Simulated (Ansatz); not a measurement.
# AsH₂OSi− (SMILES O=[Si-][AsH2]): a relaxed scan of the bond length As3–H5

Aim: the energy along the bond length As3–H5, from CCSD(T) and from cheaper methods, relative to the minimum. At each value the rest of the molecule is relaxed at PBE0-D4 with the distance held.

Computed with Ansatz 0.2.0, Gaussian basis. Level: single points in def2-TZVPPD.

Levels: PBE-D4, r2SCAN-D4, PBE0-D4, B3LYP-D4, wB97M-V, Hartree-Fock, MP2, CCSD, CCSD(T). The scan takes 1.378, 1.409, 1.454, 1.507, 1.565, 1.628, 1.695, 1.765, 1.838 Å.

Cores are frozen in the correlated methods. Filled d shells of the heavier atoms are correlated. B3LYP uses VWN-RPA correlation.

173 further runs of the same task are left out: 173 set aside as unsound or not needed.

## (1) The system as given

SMILES `O=[Si-][AsH2]`, 5 atoms, charge -1, spin multiplicity 1.

Atoms are counted from 1 here; the program's logs count them from 0.

Bond lengths: O1–Si2 1.547 Å, Si2–As3 2.467 Å, As3–H4 1.535 Å, As3–H5 1.543 Å. Angles: O1–Si2–As3 107.1°, Si2–As3–H4 85.9°, Si2–As3–H5 89.7°, H4–As3–H5 88.3°.

As a file:

```xyz
5
charge -1, multiplicity 1
O    -0.0403   -1.8745    1.5311
Si    0.0330   -0.3413    1.3385
As    0.2972    0.0750   -1.0788
H    -1.1238    0.6529   -1.0230
H     0.8339    1.4879   -0.7679
```

## (2) Relaxation at PBE0-D4

Input file relax/in.yaml:

```yaml
crystal:
  periodic: [false, false, false]
  atoms:
    - {symbol: O, position_ang: [-0.040250, -1.874470, 1.531070]}
    - {symbol: Si, position_ang: [0.032980, -0.341280, 1.338550]}
    - {symbol: As, position_ang: [0.297190, 0.074950, -1.078760]}
    - {symbol: H, position_ang: [-1.123830, 0.652860, -1.022960]}
    - {symbol: H, position_ang: [0.833900, 1.487930, -0.767900]}
basis:
  gaussian: {orbitals: def2-TZVPD}
total_charge: -1
hamiltonian: {xc: pbe0, dispersion: d4}
relax: {f_tol: 0.005, max_steps: 200}
```

Run with:

```bash
$ ansatz run in.yaml --threads 2 --pin off --events-out ev --progress --plain --max-ram 4352MiB
```

The runs that follow: The minimum at every level; As3–H5 = 1.378 Å; As3–H5 = 1.409 Å; As3–H5 = 1.454 Å; As3–H5 = 1.507 Å; As3–H5 = 1.565 Å; As3–H5 = 1.628 Å; As3–H5 = 1.695 Å; As3–H5 = 1.765 Å; As3–H5 = 1.838 Å.

What does the calculation give? Wanted: highest point, CCSD(T); lowest point, CCSD(T); minimum along the scan, CCSD(T); RMS deviation from CCSD(T); largest T1 diagnostic.

**Answer**, as computed:

| quantity | value |
| --- | --- |
| highest point, CCSD(T) | 11.6 kcal/mol at 1.838 Å |
| lowest point, CCSD(T) | 0.0 kcal/mol at 1.532 Å |
| minimum along the scan, CCSD(T) | 1.527 Å |
| curvature there | 16.6 eV/Å² |
| RMS deviation from CCSD(T) | PBE-D4 1.0, r2SCAN-D4 0.1, PBE0-D4 0.2, B3LYP-D4 0.5, wB97M-V 0.1, Hartree-Fock 0.7, MP2 0.9, CCSD 0.2 kcal/mol |
| largest T1 diagnostic | 0.019 |

A polynomial through the near points puts the CCSD(T) minimum 0.005 Å below the PBE0-D4 value. The third derivative is negative, the usual anharmonicity of a bond. Curvature against CCSD(T): PBE-D4 -8 %, Hartree-Fock +9 %. The curve of r2SCAN-D4 lies nearest to CCSD(T), that of PBE-D4 farthest.
